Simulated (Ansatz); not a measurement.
**C₂H₅AlO: basis-set convergence**

One table from this session's results is given with a row withheld; the runs are named, their logs left out.

Program: Ansatz 0.2.0, Gaussian basis. Level of theory: one geometry, several basis sets. These are calculated values, not measurements.

The runs, in order: PBE0-D4/def2-SVP; ωB97M-V/def2-SVP; PBE0-D4/def2-QZVPP; ωB97M-V/def2-QZVPP; the functionals' def2-TZVPP values are taken from earlier runs.

## Structure used throughout

An earlier PBE0-D4 in a triple-zeta def2 set relaxation fixed the geometry.

SMILES `C=[C](O)[AlH2]`, 9 atoms, charge 0, spin multiplicity 1.

Atoms are counted from 1 here; the program's logs count them from 0.

Bond lengths: C1–C2 1.339 Å, C1–H5 1.087 Å, C1–H6 1.083 Å, C2–O3 1.369 Å, C2–Al4 1.950 Å, O3–H7 0.960 Å, Al4–H8 1.591 Å, Al4–H9 1.582 Å. Angles: C2–C1–H5 122.3°, C2–C1–H6 119.9°, H5–C1–H6 117.8°, C1–C2–O3 118.2°, C1–C2–Al4 117.1°, O3–C2–Al4 124.8°, C2–O3–H7 109.6°, C2–Al4–H8 118.1°, C2–Al4–H9 118.8°, H8–Al4–H9 123.1°.

The first run:

File in.yaml:

```yaml
crystal:
  periodic: [false, false, false]
  atoms:
    - {symbol: C, position_ang: [-0.311457, 1.267485, -0.665257]}
    - {symbol: C, position_ang: [0.321022, 0.132455, -0.340721]}
    - {symbol: O, position_ang: [1.474846, -0.178260, -1.009503]}
    - {symbol: Al, position_ang: [-0.481071, -0.960203, 1.061406]}
    - {symbol: H, position_ang: [0.060000, 1.940265, -1.434394]}
    - {symbol: H, position_ang: [-1.226355, 1.541265, -0.154519]}
    - {symbol: H, position_ang: [1.822439, -1.010455, -0.681936]}
    - {symbol: H, position_ang: [0.249458, -2.314614, 1.466728]}
    - {symbol: H, position_ang: [-1.820381, -0.464236, 1.741095]}
basis:
  gaussian: {orbitals: def2-SVP}
hamiltonian: {xc: pbe0, dispersion: d4}
output: {orbitals: {seedname: orbitals}}
```

Started as:

```console
> ansatz run in.yaml --threads 2 --pin off --events-out ev --progress --plain --max-ram 4352MiB
```

Steps of the session up to this table: PBE0-D4 in def2-SVP; ωB97M-V in def2-SVP; PBE0-D4 in def2-QZVPP; ωB97M-V in def2-QZVPP.

One of the session's tables, all rows but one given; the rest of the session is left out.

```
functional       basis  HOMO (eV)  LUMO (eV)
   PBE0-D4    def2-SVP          ?          ?
   PBE0-D4  def2-TZVPP      -6.90      -1.76
   PBE0-D4  def2-QZVPP      -6.93      -1.78
   ωB97M-V    def2-SVP      -8.92       0.00
   ωB97M-V  def2-TZVPP      -9.11      -0.10
   ωB97M-V  def2-QZVPP      -9.14      -0.23
```

Q: Estimate the row for PBE0-D4, def2-SVP from the others.

The run gave: HOMO (eV): -6.74; LUMO (eV): -1.72. In the column «HOMO (eV)» it is the highest.
